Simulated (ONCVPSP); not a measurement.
# Beryllium: generating and testing an ONCV potential

Do these settings give a usable potential? It is generated, then checked for transferability, scattering, ghosts and hardness.

The numbers are computed with ONCVPSP 4.0.1.1 (patched build) (PBEsol, scalar-relativistic, spin-unpolarised reference atom).

## Step 1: The design

Typed settings, in words:

```
element                 : beryllium (Be, Z = 4)
type                    : optimised norm-conserving Vanderbilt (ONCV)
frozen core             : none
valence charge          : 4
reference configuration : 1s2 2s1.5 2p0.5
partial waves           : 1s+2s: rc 0.80 bohr, ncon 5, nbas 8, qcut 18.9 1/bohr, 2 projectors; 2p: rc 4.00 bohr, ncon 4, nbas 8, qcut 3.7 1/bohr, 2 projectors, debl 2.1 Ha; d scattering state at 0.41 Ha: rc 3.30 bohr, ncon 4, nbas 8, qcut 3 1/bohr, 3 projectors, debl 0.5 Ha
local potential         : polynomial inside 0.75 bohr (lpopt 3, dvloc0 2 Ha)
core correction         : not asked for
```

An earlier all-electron run gives the scale for the radii.

All-electron outer shells of the reference configuration (PBEsol, scalar-relativistic, ld1.x):

```csv
shell,level (eV),outermost node (bohr),outermost maximum (bohr)
1s,-106.20,–,0.27
2s,-5.85,0.60,2.04
2p,-2.25,–,2.28
```

## Step 2: The generation run

The input, Be.dat:

```
# ATOM AND REFERENCE CONFIGURATION
# atsym  z   nc   nv     iexc    psfile
  Be 4.00    0    3  -116133      upf
#
#   n    l    f
    1    0    2.00
    2    0    1.50
    2    1    0.50
#
# PSEUDOPOTENTIAL AND OPTIMIZATION
# lmax
    2
#
#   l,   rc,      ep,       ncon, nbas, qcut
    0    0.80    0.00    5    8   18.90
    1    4.00    0.00    4    8    3.70
    2    3.30    0.41    4    8    3.00
#
# LOCAL POTENTIAL
# lloc, lpopt,  rc(5),   dvloc0
    4    3    0.75    2.00
#
# VANDERBILT-KLEINMAN-BYLANDER PROJECTORs
# l, nproj, debl
    0    2    2.00
    1    2    2.10
    2    3    0.50
#
# MODEL CORE CHARGE
# icmod, fcfact, rcfact
    0    0.00    0.00
#
# LOG DERIVATIVE ANALYSIS
# epsh1, epsh2, depsh
   -5.00    5.00    0.04
#
# OUTPUT GRID
# rlmax, drl
    6.00    0.01
#
# TEST CONFIGURATIONS
# ncnf
    4
# nvcnf
#   n    l    f
    3
    1    0    2.00
    2    0    2.00
    2    1    0.00
#
    3
    1    0    2.00
    2    0    1.00
    2    1    0.00
#
    3
    1    0    2.00
    2    0    0.00
    2    1    0.00
#
    3
    1    0    2.00
    2    0    1.00
    2    1    1.00
#
```

The run is started by

```sh
$ oncvpsp.x < Be.dat > Be.out
```

Before running it: what results should come out? Wanted: cutoffs for 1 and 0.1 mHa per electron, occupied waves; bound ghosts; GHOST(+) flags; largest test error; largest phase difference near zero energy, channels read.

As calculated:

| quantity | value |
| --- | --- |
| cutoffs for 1 and 0.1 mHa per electron, occupied waves | 114 Ha and 136 Ha |
| bound ghosts | none found |
| GHOST(+) flags | none at low energy (1 near or above the test basis's cutoff) |
| largest test error (AE − PS) | +88 meV, for 1s2 2s0 2p0 |
| largest phase difference near zero energy, channels read | 0.259 rad |

The worst unpolarised test, 1s2 2s0 2p0, is off by 88 meV on 25.4 eV; by total energies transferability rates as fair. The potential is very hard: the looser tolerance needs 114 Ha. At the looser tolerance the 1s wave is the slowest; 2s needs 84 Ha. No bound ghost shows below the valence levels. Of the channels read, p scatters worst near zero energy, by up to 0.26 rad. All of this concerns the isolated atom, not yet a solid.
